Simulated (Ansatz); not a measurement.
This script drives Ansatz's Python interface.

`md_ch5b2n.py`
```python
import ansatz as az
import numpy as np


def main() -> None:
    geometry_ang = [
        ('B', [-0.5164, 1.2947, -0.0154]),
        ('C', [0.4051, 0.0927, 0.1143]),
        ('B', [-0.3421, -1.2569, 0.3771]),
        ('N', [0.357, -0.7842, -0.9933]),
        ('H', [-0.2892, 2.2007, -0.7974]),
        ('H', [-1.4059, 1.5423, 0.7807]),
        ('H', [1.4758, 0.2184, 0.4926]),
        ('H', [-0.7744, -2.043, 1.09]),
        ('H', [1.1786, -1.311, -1.0657]),
    ]
    geometry = az.Crystal.molecule()
    for symbol, xyz in geometry_ang:
        geometry = geometry.atom(symbol, xyz)

    job = (
        geometry.calculation()
        .basis(gaussian='def2-SVP')
        .functional('b3lyp')
    )
    symbols = [site.symbol for site in geometry.cartesian_sites]
    start = np.array([site.position_ang for site in geometry.cartesian_sites], dtype=float)
    data = job.relax(force_tolerance=0.02, max_steps=100).run().report
    end = np.array(data['positions_ang'])
    minimum = az.Crystal.molecule()
    for symbol, place in zip(symbols, end):
        minimum = minimum.atom(symbol, place.tolist())

    job = (
        minimum.calculation()
        .basis(gaussian='def2-SVP')
        .functional('b3lyp')
        .md('nve', timestep=0.5, steps=40, temperature=200, initial_velocities='maxwell_boltzmann', seed=37)
    )
    frames = []
    done = job.session().plan().execute(on_event=lambda e: frames.append(e['data']) if e['event'] == 'md_step' else None)
    print('t (fs)   E_pot (eV)      E_kin (eV)   T (K)   d(0-1) (A)')
    for f in frames[::2]:
        xyz = np.array(f['positions_ang'])
        print(f'{f["time_fs"]:6.2f} {f["lagrangian_ev"]:14.5f} {f["e_kin_ev"]:10.5f} {f["temperature_k"]:8.1f} {np.linalg.norm(xyz[0] - xyz[1]):9.4f}')
    kept = np.array([f['conserved_ev'] for f in frames])
    print(f'conserved energy moves by at most {1000 * np.ptp(kept):.3f} meV')


if __name__ == '__main__':
    main()
```

It is started by `python md_ch5b2n.py`. How long does it take on 1 thread of Arm Neoverse V1 (shared host), and how much memory does it need?

It took about 2.3 min, with a peak of 0.22 GiB, for 2 runs of the engine.

```console
$ python md_ch5b2n.py
t (fs)   E_pot (eV)      E_kin (eV)   T (K)   d(0-1) (A)
  0.00    -3957.11021    0.18096    200.0    1.5065
  1.00    -3957.09521    0.16624    183.7    1.5122
  2.00    -3957.06588    0.13736    151.8    1.5181
  3.00    -3957.04803    0.11958    132.2    1.5242
  4.00    -3957.04581    0.11706    129.4    1.5304
  5.00    -3957.04285    0.11390    125.9    1.5365
  6.00    -3957.02713    0.09827    108.6    1.5420
  7.00    -3957.00334    0.07471     82.6    1.5465
  8.00    -3956.98513    0.05662     62.6    1.5495
  9.00    -3956.97978    0.05119     56.6    1.5507
 10.00    -3956.98331    0.05464     60.4    1.5501
 11.00    -3956.99048    0.06178     68.3    1.5479
 12.00    -3956.99828    0.06945     76.8    1.5444
 13.00    -3957.00012    0.07125     78.7    1.5400
 14.00    -3956.99407    0.06539     72.3    1.5351
 15.00    -3956.99158    0.06310     69.7    1.5301
 16.00    -3957.00342    0.07483     82.7    1.5252
 17.00    -3957.02333    0.09445    104.4    1.5204
 18.00    -3957.03509    0.10611    117.3    1.5158
 19.00    -3957.03274    0.10395    114.9    1.5113
 20.00    -3957.02724    0.09867    109.0    1.5070
conserved energy moves by at most 0.825 meV
```

Notes:
- Total energies depend on the basis set; only differences at equal settings carry meaning.
- The trajectory is only some femtoseconds long, so its temperature is not equilibrated; where the script doesn't relax first, it starts from a rough generated geometry.
- b3lyp holds the VWN-RPA fit, as in Gaussian; the form of ORCA and Turbomole is b3lyp5.
- The temperature counts the internal degrees of freedom alone.

(Lines on the test bed's own set-up are left out of the output.)
